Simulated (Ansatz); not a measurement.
# GaHCl₂ (singlet): wave-function methods side by side at distance Cl1–Ga2 = 2.129 Å, cc-pVDZ

The task here is to estimate one member of a computed series from the others.

Computed with Ansatz 0.2.0, Gaussian basis. Level: cc-pVDZ, core rule «outside noble gas», up to 24 orbitals frozen.

The runs, in order: UHF; CCSD(T) on RHF; BCCD(T) on RHF; CISD; CCSDT(Q) on RHF; CASSCF and MRCISD+Q, 2 electrons in 2 orbitals; CASSCF and NEVPT2, 2 electrons in 2 orbitals.

47 further runs of the same task are left out: 12 for a known fault of the program, 3 for a mislabelled method, 29 that didn't finish, 3 set aside as unsound or not needed.

### What is computed

The geometry derives from a PBE0/def2-TZVP stationary point (not a proven minimum). One bond is set to the value named and the two fragments are kept rigid. No spin-orbit coupling is included. The filled d shell of Ga may be among the frozen orbitals whatever the setting's name suggests; the logs give the count.

4 atoms, charge 0, spin multiplicity 1.

Atoms are counted from 1 here; the program's logs count them from 0.

Bond lengths: Cl1–Ga2 2.129 Å, Ga2–Cl3 2.129 Å, Ga2–H4 1.545 Å. Angles: Cl1–Ga2–Cl3 115.3°, Cl1–Ga2–H4 122.3°, Cl3–Ga2–H4 122.3°.

Set-up of the first run:

File in.yaml:

```yaml
crystal:
  periodic: [false, false, false]
  atoms:
    - {symbol: Cl, position_ang: [0.000000, -0.579616, 1.798512]}
    - {symbol: Ga, position_ang: [0.000000, 0.559032, 0.000000]}
    - {symbol: Cl, position_ang: [0.000000, -0.579616, -1.798512]}
    - {symbol: H, position_ang: [0.000000, 2.104198, 0.000000]}
basis:
  gaussian: {orbitals: cc-pVDZ}
magnetization: {spin_polarized: true, initial_magnetization: 0}
hamiltonian: {xc: hf}
output: {orbitals: {seedname: orbitals}}
```

The run is started by

```bash
> ansatz run in.yaml --threads 1 --pin off --events-out ev --progress --plain --max-ram 2393MiB
```

Steps of the session up to this table: UHF; CCSD(T) on RHF; BCCD(T) on RHF; CISD; CCSDT(Q) on RHF; CASSCF and MRCISD+Q, 2 electrons in 2 orbitals; CASSCF and NEVPT2, 2 electrons in 2 orbitals.

One of the session's tables, all rows but one given; the rest of the session is left out.

```
       method  from RCCSDT(Q) (kJ/mol)
          RHF                   +964.0
         RMP2                   +106.3
        RCCSD                    +23.1
     RCCSD(T)                        ?
      BCCD(T)                     +3.7
       RCCSDT                     +1.9
    RCCSDT(Q)                        0
  CASSCF pair                   +925.8
  NEVPT2 pair                   +111.0
  MRCISD pair                   +112.1
MRCISD+Q pair                    +13.8
```

**Question.** Estimate the row for RCCSD(T).

**Answer.** from RCCSDT(Q) (kJ/mol): +3.8. In the column «from RCCSDT(Q) (kJ/mol)» it lies between BCCD(T) (+3.7) and MRCISD+Q pair (+13.8).

Not comparable, so not listed: CISD (they don't share determinant, frozen orbitals or solution with the rows shown, or repeat one).
